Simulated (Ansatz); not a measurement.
# BaFeO3: the cost of one run

Method: DFT PBEsol+U (U_eff = 6 eV on Fe d), plane waves, PAW, in Ansatz 0.2.0.

The COD entry's cell or inner coordinates are ideal or old and differ from later refinements, so a difference from it is no clean test against experiment.

## 1. The structure to begin with

The structure is cubic, space group Pm-3m (No. 221). Conventional cell: a = 4.020 Å, b = 4.020 Å, c = 4.020 Å, α = 90.00°, β = 90.00°, γ = 90.00°. Ba (site symmetry m-3m) is surrounded by 12 O at 2.84 Å. Around Fe (site symmetry m-3m) lie 6 O at 2.01 Å. O (site symmetry 4/mmm) has 2 Fe at 2.01 Å and 4 Ba at 2.84 Å as nearest neighbours.

Structure file:

```
Ba Fe O
1.0
     4.02000    0.00000    0.00000
     0.00000    4.02000    0.00000
     0.00000    0.00000    4.02000
Ba Fe O
1 1 3
Direct
  0.00000 0.00000 0.00000
  0.50000 0.50000 0.50000
  0.50000 0.50000 0.00000
  0.00000 0.50000 0.50000
  0.50000 0.00000 0.50000
```

Magnetic order typed: ferromagnetic.

An earlier series on this cell reached its lowest free state from «random orbitals: single harmonics, first filling», perhaps among other starts.

## 2. Random orbitals: single harmonics, second filling

Input file input.yaml:

```yaml
crystal:
  lattice:
    - [4.01999983, 0.0, 0.0]
    - [0.0, 4.01999983, 0.0]
    - [0.0, 0.0, 4.01999983]
  atoms:
    - { symbol: Ba, position: [0.0, 0.0, 0.0] }
    - { symbol: Fe, position: [0.5, 0.5, 0.5], spin: 2.0 }
    - { symbol: O, position: [0.5, 0.5, 0.0] }
    - { symbol: O, position: [0.0, 0.5, 0.5] }
    - { symbol: O, position: [0.5, 0.0, 0.5] }
basis:
  ecutwfc: 420
  ecutrho_ratio: 4
kpoints:
  mp_grid: { grid: [5, 5, 5] }
hamiltonian:
  xc: pbesol
  hubbard:
    sites:
      - { site: 1, l: d, u_eff: 6.0, starting_ns: [{ spin: up, occupation_matrix: s1up }, { spin: down, occupation_matrix: s1down }] }
    occupation_matrices:
      s1up:
        matrix:
          - [0.97, 0.0, 0.0, 0.0, 0.0]
          - [0.0, 0.97, 0.0, 0.0, 0.0]
          - [0.0, 0.0, 0.02, 0.0, 0.0]
          - [0.0, 0.0, 0.0, 0.97, 0.0]
          - [0.0, 0.0, 0.0, 0.0, 0.02]
      s1down:
        matrix:
          - [0.02, 0.0, 0.0, 0.0, 0.0]
          - [0.0, 0.02, 0.0, 0.0, 0.0]
          - [0.0, 0.0, 0.97, 0.0, 0.0]
          - [0.0, 0.0, 0.0, 0.02, 0.0]
          - [0.0, 0.0, 0.0, 0.0, 0.02]
    ns_hold: { iters: 12 }
scf:
  occupations: { method: gaussian, width: 0.05 }
  lower_state_search: "off"
  max_iter: 150
output:
  forces: true
  stress: true
  eigenvalues: true
  populations: true
  hubbard: { sites: [{ site: 1, l: d }] }
magnetization:
  spin_polarized: true
```

The typed matrices put 0.97 on the chosen orbitals and 0.02 on the others, and are held for 12 cycles.

Run with:

```bash
ansatz run input.yaml --threads 4 --pin off --max-ram 6144MiB --backend cpu --events-out ev --progress --plain --runs-dir out
```

What time and memory should one allow on 4 threads of Arm Neoverse V1, shared host?

About 24 s, with a peak of 0.6 GiB.
